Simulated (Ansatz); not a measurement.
# Cu3O2 (I4/mmm) in Ansatz: relaxation of cell and atoms with PBEsol

Aim: the relaxation of cell and atoms of Cu3O2 with PBEsol.

Everything below comes from runs of Ansatz 0.2.0. Logs are shortened: lines on timing, memory, paths and dates and some standing lists are left out, and cuts for length are marked.

### Step 1. Starting point

Symmetry: I4/mmm, No. 139, tetragonal system. Conventional cell: a = 4.046 Å, b = 4.046 Å, c = 7.347 Å, α = 90.00°, β = 90.00°, γ = 90.00°. Cu (site symmetry 4/mmm) is surrounded by 4 O at 2.02 Å. Cu (site symmetry -4m2) is surrounded by 2 O at 1.84 Å. Around O (site symmetry mmm) lie 4 Cu at 1.84 to 2.02 Å.

The cell comes from a database or a generator and needn't be the stable form of this composition.

### Step 2. Relaxation of cell and atoms, PBEsol

Contents of input.yaml:

```yaml
crystal:
  lattice:
    - [-2.022982, 2.022982, 3.673617]
    - [2.022982, -2.022982, 3.673617]
    - [2.022982, 2.022982, -3.673617]
  atoms:
    - { symbol: Cu, position: [0.0, 0.0, 0.0] }
    - { symbol: Cu, position: [0.75, 0.25, 0.5] }
    - { symbol: Cu, position: [0.25, 0.75, 0.5] }
    - { symbol: O, position: [0.5, 0.0, 0.5] }
    - { symbol: O, position: [0.0, 0.5, 0.5] }
hamiltonian:
  xc: pbesol
  pseudopotentials: { kind: paw }
kpoints:
  mp_grid: { grid: [9, 9, 9] }
scf:
  occupations: { method: fermi_dirac, width: 0.05 }
output:
  forces: true
  stress: true
  eigenvalues: true
relax:
  f_tol: 0.01
  max_steps: 40
  cell: { stress_tol: 0.05 }
```

Potentials or basis: Ansatz PAW.

Launch:

```bash
$ ansatz run input.yaml --threads 2 --pin off --max-ram 5632MiB --backend cpu --events-out ev --progress --plain --runs-dir out
```

Log:

```text
Warning: RAYON_NUM_THREADS=2 ignored (pool sized by the plan → 2); use --threads N
Engine: ansatz 0.2.0, x86_64-unknown-linux-gnu
Pseudopotentials: kind: paw
Pseudopotential: Cu, paw, valence charge 19, recommended cutoff 420 eV (normal), Cu.paw.azcp
Pseudopotential: O, paw, valence charge 6, recommended cutoff 420 eV (normal), O.paw.azcp
Functional definition: PBEsol
  exchange = pbesol_x
  correlation = pbesol_c
Crystal: 5 atoms, lattice volume = 60.136 Å³
Basis set: ecut = 420 eV, 1209 PW (Γ), exchange–correlation on 64×64×64 points (8 copies of the dense FFT grid, shifted against one another)
Bands: 42, of which v1, the nominal top of the filled ones, is band 35 counted from 1 (34 counted from 0)
Symmetry: 16 space group operations
Space group: I4/mmm (ITA 139), of the structure as read, at distance tolerance 3.9e-5 Å
k-points: 75 of 729
Non-local potential: Cu, projectors of the file, l = 0: 3, l = 1: 2, l = 2: 3, l = 3: 1
Non-local potential: O, projectors of the file, l = 0: 2, l = 1: 2, l = 2: 1
PAW form: soft (Blöchl's): semilocal exchange-correlation on the pseudo side does not see the compensation charge
PAW frozen core: Cu, regenerated for the run's functional, and the local potential with it (the file was generated under x = pbe(κ = 0.804, μ = 0.2195149727645171), c = pbe(β = 0.06672455060314922))
PAW frozen core: O, regenerated for the run's functional, and the local potential with it (the file was generated under x = pbe(κ = 0.804, μ = 0.2195149727645171), c = pbe(β = 0.06672455060314922))
PAW one-centre angular grid: Cu, 590 points (default); XC on 64 Gauss nodes
PAW one-centre angular grid: O, 110 points (default); XC on 64 Gauss nodes
Initial density: superposition of atomic densities (neutral atoms: chi_scale 0, normalization atom), corrected by the library's trained network
Initial wavefunctions: pseudopotential atomic-orbital guess
Functional: x = pbesol(κ = 0.804, μ = 0.12345679012345678), c = pbesol(β = 0.046)
SCF iter   1: F=—  HF=-20884.510363 eV  |F-HF|=—  |Δ(HF+E_count)|=         —  Δρ=1.98e-2  dr2=1.44e-1  ethr=1.77e-3  ⟨swp⟩=6.0  Hψ=11891  notcnv=0  defer=8
preconditioner: auto → LDOS  [metal: Δε(μ)=0.018 eV  Ē_g=10.768 eV  σ=0.050 eV  W_gap=0.09  n_scr=22 (ndim 8)  ℏωp=32.1 eV  f_vac=0.087  D(μ)=2.01/eV (n_scr^D=14)  β→1.0]
SCF iter   2: F=—  HF=-20884.667589 eV  |F-HF|=—  |Δ(HF+E_count)|=   1.57e-1  Δρ=4.39e-2  dr2=6.61e-1  ethr=2.09e-4  ⟨swp⟩=3.0  Hψ=7050  notcnv=0  defer=154  recentre
SCF iter   3: F=—  HF=-20884.475223 eV  |F-HF|=—  |Δ(HF+E_count)|=   1.92e-1  Δρ=4.78e-3  dr2=8.12e-3  ethr=2.09e-4  ⟨swp⟩=3.0  Hψ=6184  notcnv=0  defer=154
SCF iter   4: F=—  HF=-20884.473305 eV  |F-HF|=—  |Δ(HF+E_count)|=   1.92e-3  Δρ=5.07e-4  dr2=7.02e-5  ethr=1.18e-5  ⟨swp⟩=2.0  Hψ=4987  notcnv=0  defer=153
SCF iter   5: F=—  HF=-20884.473306 eV  |F-HF|=—  |Δ(HF+E_count)|=   1.47e-6  Δρ=3.19e-4  dr2=3.94e-5  ethr=1.02e-7  ⟨swp⟩=2.0  Hψ=5207  notcnv=0  defer=153
SCF iter   6: F=—  HF=-20884.473304 eV  |F-HF|=—  |Δ(HF+E_count)|=   2.07e-6  Δρ=1.17e-4  dr2=5.81e-6  ethr=5.71e-8  ⟨swp⟩=1.1  Hψ=3002  notcnv=0  defer=153
[... 86 lines left out ...]
Fermi energy:    11.302699 eV
--- Per-component energies (eV) ---
  E_band       = -1349.690796
  E_kinetic    = 1243.050751
  E_local      = -14987.659395  (includes V_loc(G=0)·N_el)
  E_nonlocal   = 1279.351994
  E_hartree    = 6532.508945
  E_xc         = -408.434250
  E_vxc        = -527.479424  (∫ρ·V_xc dr)
  E_paw        = -5185.480972  (= ΣΔE_a)
  E_vpaw       = -1421.978266  (= ΣTr[D̂ρ^β])
  E_aug_tail   = 0.005606  (compensation charges beyond the density's cutoff)
  E_ewald      = -9358.545312
  E_core_change = 0.689182  (= ΣΔE_core)
  E_smearing   = -0.015567  (= −TS)
  E_closure    = -0.000000  (closes the sum)
  Σ components = -20884.529019   (vs F -20884.529019, Δ=0.00e0)
--- Forces (eV/Å), atoms counted from 1 ---
  atom   1  Cu     0.00000000    -0.00000000    -0.00000000
  atom   2  Cu     0.00000000    -0.00000000     0.00000000
  atom   3  Cu    -0.00000000     0.00000000    -0.00000000
  atom   4  O      0.00000000     0.00000000     0.00000000
  atom   5  O      0.00000000    -0.00000000     0.00000000
  max |Σ_I F_I| component: 1.85e-28 eV/Å
--- Stress (GPa, compression-positive) ---
       -0.004269       0.000000       0.000000
        0.000000      -0.004269      -0.000000
        0.000000      -0.000000      -0.020043
  P = ⅓ Tr σ = -0.0095 GPa (-0.095 kbar)
--- Band table (eV; the first three rows and the last of 75) ---
  k-point 0: bands = ["-101.0365", "-100.7020", "-100.6999", "-58.5833", "-58.5833", "-58.5406", "-58.4449", "-58.4436", "-58.1424", "-58.1424", "-58.1258", "-58.1258", "-8.1935", "-6.7929", "4.3552", "5.3370", "5.3370", "5.9501", "6.2736", "7.9832", "8.1088", "8.1088", "8.2167", "8.8028", "8.8028", "8.9118", "8.9655", "9.0646", "9.3151", "9.3151", "9.6061", "9.7916", "10.4341", "10.4341", "11.7308", "11.8226", "16.4213", "16.4213", "18.3659", "18.6233", "22.2162", "22.4416"]
  k-point 1: bands = ["-101.0365", "-100.7019", "-100.7000", "-58.5836", "-58.5833", "-58.5403", "-58.4447", "-58.4439", "-58.1424", "-58.1403", "-58.1279", "-58.1257", "-8.1202", "-6.8294", "4.2782", "5.1197", "5.3725", "5.9562", "6.3697", "7.7019", "8.1221", "8.1583", "8.2885", "8.3813", "8.4636", "8.9800", "9.2652", "9.2928", "9.3082", "9.3593", "9.7084", "9.9062", "10.4791", "10.5304", "11.5493", "12.0133", "15.3475", "16.8940", "18.7067", "19.7375", "22.5976", "22.5998"]
  k-point 2: bands = ["-101.0365", "-100.7016", "-100.7003", "-58.5843", "-58.5832", "-58.5394", "-58.4446", "-58.4444", "-58.1427", "-58.1350", "-58.1333", "-58.1254", "-7.9270", "-6.9192", "4.0868", "4.5983", "5.3982", "5.9764", "6.2912", "7.3292", "8.1069", "8.1941", "8.2673", "8.4288", "8.4870", "9.0838", "9.1273", "9.2692", "9.3036", "9.5266", "9.5454", "10.4210", "10.5897", "11.0613", "11.2845", "12.4718", "13.8361", "17.8532", "19.4657", "20.6642", "20.9917", "23.3754"]
  k-point 74: bands = ["-101.0364", "-100.7020", "-100.6999", "-58.5836", "-58.5835", "-58.5370", "-58.4475", "-58.4446", "-58.1416", "-58.1415", "-58.1265", "-58.1264", "-7.7256", "-7.2112", "3.1732", "5.6522", "5.8932", "6.9742", "7.1200", "7.5199", "7.5654", "7.6452", "7.7673", "7.9253", "8.3771", "8.7405", "9.0021", "9.2100", "9.3798", "9.4483", "9.5447", "9.7391", "10.0111", "10.9551", "10.9729", "14.9287", "15.9814", "16.9164", "17.7564", "19.0615", "21.7976", "24.3366"]
--- Relaxed structure (5 steps of the walk, 5 accepted, 2 SCFs on fresh bases) ---
  F+E_penalty+E_count = -20884.52901913 eV   max|allowed force component| = 5.204e-18 eV/Å   (the final SCF, on the basis selected at the relaxed cell)
  cell:  # Å, volume = 57.2107 Å³
    - [-1.9847820485047465, 1.9847820485047465, 3.6307132053038833]
    - [1.9847820485047465, -1.9847820485047465, 3.6307132053038833]
    - [1.9847820485047465, 1.9847820485047465, -3.6307132053038833]
  atoms:
    - { symbol: Cu, position: [7.407542742370572e-36, -2.038332785423104e-36, 6.024534785443211e-36] }
    - { symbol: Cu, position: [0.75, 0.25000000000000006, 0.5] }
    - { symbol: Cu, position: [0.25000000000000006, 0.75, 0.5] }
    - { symbol: O, position: [0.5, -2.875240399280792e-35, 0.5] }
    - { symbol: O, position: [1.3136408201627277e-35, 0.5, 0.5] }
```

Wall time 31 s (2 threads of Intel Xeon Platinum 8375C at 2.90GHz (Ice Lake), shared host); peak memory 0.49 GiB.

What came out:

| Item | Value |
| --- | --- |
| Free energy | -20884.5290 eV |
| Relaxed volume | 11.44 Å³/atom |
| Relaxed cell | a = 4.589 Å, b = 4.589 Å, c = 4.589 Å, α = 128.75°, β = 128.75°, γ = 75.42° |
| Space group after relaxing (to 0.05 Å) | I4/mmm (No. 139) |
| Energy gained by relaxing | 11.1 meV/atom |
| Ionic steps | 7 |
| Pressure after relaxing | 0.0 GPa |
| Band gap on the k mesh | none (metal or under the smearing width) |

The path:
```tsv
step	energy change (eV)	largest force (eV/Å)	volume (Å³)
1	0.0000	0.0000	60.14
2	-0.0435	0.0000	58.77
3	-0.0635	0.0000	57.17
4	-0.0632	0.0000	57.31
5	-0.0557	0.0000	57.31
6	-0.0561	0.0000	57.21
7	-0.0557	0.0000	57.21
```

Final structure:
```xyz
5
Lattice="-1.9848 1.9848 3.6307 1.9848 -1.9848 3.6307 1.9848 1.9848 -3.6307" Properties=species:S:1:pos:R:3 pbc="T T T"
Cu    0.0000    0.0000    0.0000
Cu    0.0000    1.9848    1.8154
Cu    1.9848    0.0000    1.8154
O     0.0000    1.9848    0.0000
O     1.9848    0.0000    0.0000
```

Caveat: the plane-wave basis is chosen anew once the cell has moved, so the energies of steps on either side of that aren't comparable; the pressure holds a Pulay correction of +0.5 GPa for the finite cutoff; an odd number of electrons without spin polarisation forces a metal; a magnetic or distorted state may lie lower; the run has no spin polarisation, though such a crystal can be magnetic; semilocal functionals often make such compounds metallic where correlation or magnetic order opens a gap, which also shifts bond lengths; the PAW data sets come from PBE, with cores solved anew for the run's functional, which leaves a small shift of forces and pressure. With open d or f shells a metallic result of PBEsol can be an artefact of self-interaction; +U or a hybrid may open a gap.

### Step 3. For comparison

An earlier run on the cell as given: functional PBEsol; potentials or basis Ansatz PAW; cutoff 420 eV (not typed: the program's choice for these potentials); k mesh 9 × 9 × 9; occupations fermi-dirac, width 0.05 eV; no spin polarisation.

* Pressure: -6.2 GPa
* Band gap on the k mesh: none (metal or under the smearing width)
